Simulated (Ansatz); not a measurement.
**C₃H₆FIn: one species, many methods**

How much do the methods differ for C₃H₆FIn? The plan is to run it at one geometry with functionals of several rungs and with coupled cluster, and see how far each lands from CCSD(T) at the basis-set limit for the atomisation energy.

Method: functionals in def2-TZVPP, the program's frozen cores in correlated methods; program: Ansatz 0.2.0, Gaussian basis.

Levels to be run: LDA (SPW92), PBE-D4, revPBE-D4, BLYP-D4, r2SCAN-D4, B97M-V, PBE0-D4, B3LYP-D4, r2SCANh-D4, r2SCAN0-D4, HSE06-D4, BHLYP-D4, CAM-B3LYP-D4, LC-ωPBE, ωB97X-V, ωB97M-V, B2PLYP, PBE-QIDH; CCSD(T)/def2-SVP; CCSD(T)/def2-TZVPP; MP2/def2-QZVPP; extrapolation to the limit; RPA on PBE.

1 further run of the same task is left out (for a known fault of the program). Runs told in other sessions of the task aren't counted.

## Step 1: Structure used throughout

The geometry comes from an earlier relaxation with PBE0-D4 in a triple-zeta def2 set; it is a stationary point, not always the lowest conformer. In takes the def2 core potential; no spin-orbit term is included.

SMILES `C=C[CH2][InH][F]`, 11 atoms, charge 0, spin multiplicity 1.

Atoms are counted from 1 here; the program's logs count them from 0.

Bond lengths: C1–C2 1.332 Å, C1–H6 1.086 Å, C1–H7 1.083 Å, C2–C3 1.483 Å, C2–H8 1.089 Å, C3–In4 2.155 Å, C3–H9 1.091 Å, C3–H10 1.090 Å, In4–F5 1.969 Å, In4–H11 1.706 Å. Angles: C2–C1–H6 121.6°, C2–C1–H7 121.2°, H6–C1–H7 117.2°, C1–C2–C3 125.8°, C1–C2–H8 118.2°, C3–C2–H8 116.0°, C2–C3–In4 106.4°, C2–C3–H9 112.7°, C2–C3–H10 112.5°, In4–C3–H9 105.3°, In4–C3–H10 109.9°, H9–C3–H10 109.7°, C3–In4–F5 107.7°, C3–In4–H11 141.0°, F5–In4–H11 111.0°.

## Step 2: LDA

This LDA is Slater exchange with PW92 correlation.

Input file in.yaml:

```yaml
crystal:
  periodic: [false, false, false]
  atoms:
    - {symbol: C, position_ang: [-1.437983, 0.776687, -0.889444]}
    - {symbol: C, position_ang: [-0.584426, -0.245018, -0.867764]}
    - {symbol: C, position_ang: [0.849117, -0.169458, -0.497413]}
    - {symbol: In, position_ang: [0.961635, -0.648689, 1.600463]}
    - {symbol: F, position_ang: [1.484498, 0.988507, 2.561365]}
    - {symbol: H, position_ang: [-1.120937, 1.787732, -0.652533]}
    - {symbol: H, position_ang: [-2.477959, 0.633810, -1.155387]}
    - {symbol: H, position_ang: [-0.961625, -1.236278, -1.115562]}
    - {symbol: H, position_ang: [1.254144, 0.839478, -0.583844]}
    - {symbol: H, position_ang: [1.464992, -0.863799, -1.069527]}
    - {symbol: H, position_ang: [0.634043, -1.919875, 2.690249]}
basis:
  gaussian: {orbitals: def2-TZVPP}
hamiltonian: {xc: lda}
output: {orbitals: {seedname: orbitals}}
```

Command:

```console
ansatz run in.yaml --threads 4 --pin off --events-out ev --progress --plain --max-ram 10444MiB
```

Further steps of the session: PBE-D4 (GGA); revPBE-D4 (GGA); BLYP-D4 (GGA); r2SCAN-D4 (meta-GGA); B97M-V (meta-GGA); B3LYP-D4 (hybrid); r2SCANh-D4 (hybrid); r2SCAN0-D4 (hybrid); HSE06-D4 (hybrid); BHLYP-D4 (hybrid); CAM-B3LYP-D4 (range-separated); LC-ωPBE (range-separated); ωB97X-V (range-separated); ωB97M-V (range-separated); B2PLYP (double hybrid); PBE-QIDH (double hybrid); CCSD(T) in def2-SVP; CCSD(T) in def2-TZVPP; MP2 in def2-QZVPP; RPA on PBE orbitals.

Q: Predict the results of all the runs planned. Wanted: atomisation energy, CCSD(T)/CBS; farthest beyond LDA; mean size of error, GGA; mean size of error, meta-GGA; mean size of error, hybrid; mean size of error, range-separated; mean size of error, double hybrid; gap, smallest and largest; T1 diagnostic.

The runs gave:

```
                               quantity                                                                                                                              value
        atomisation energy, CCSD(T)/CBS                                                                                                                      4044.4 kJ/mol
 functionals within 40.4 kJ/mol (1.0 %)  revPBE-D4, BLYP-D4, r2SCAN-D4, B97M-V, PBE0-D4, B3LYP-D4, r2SCANh-D4, HSE06-D4, CAM-B3LYP-D4, LC-ωPBE, ωB97X-V, ωB97M-V, PBE-QIDH
                    farthest beyond LDA                                                                                                           BHLYP-D4 (-138.8 kJ/mol)
                mean size of error, GGA                                                                                                                        43.0 kJ/mol
           mean size of error, meta-GGA                                                                                                                         2.6 kJ/mol
             mean size of error, hybrid                                                                                                                        41.7 kJ/mol
    mean size of error, range-separated                                                                                                                         3.6 kJ/mol
      mean size of error, double hybrid                                                                                                                        43.4 kJ/mol
              gap, smallest and largest                                                                                               3.59 eV (BLYP-D4), 9.91 eV (LC-ωPBE)
                          T1 diagnostic                                                                                                                             0.0144
triples share of the correlation energy                                                                                                                              3.6 %
```

What this shows: The LDA atomisation energy is off by 572.1 kJ/mol (14 %): it overbinds. PBE-D4 is off by +74.7 kJ/mol. Double hybrids carry the basis error of their MP2 part in triple zeta, and no dispersion term here, so their miss is partly the set-up's. The rungs meta-GGA, range-separated miss on average by less than the doubt on the reference (40.4 kJ/mol), so they tie. The reference freezes the cores and leaves out spin-orbit coupling and excitations past (T), and its outer-core shells are covered unevenly, so misses under about 40.4 kJ/mol can't be ranked. All levels share the lack of spin-orbit coupling, which lowers the free heavy atoms and so the true binding. Hartree-Fock recovers 73 % of the binding; the rest is correlation. CCSD(T) in def2-SVP is off by -203.4 kJ/mol, more than most functionals: a good method in a small basis is no reference. The gap grows from 3.6 to 9.9 eV across the functionals, mostly with the share of exact exchange. Correlated methods include outer-core shells of In, which these sets cover unevenly.
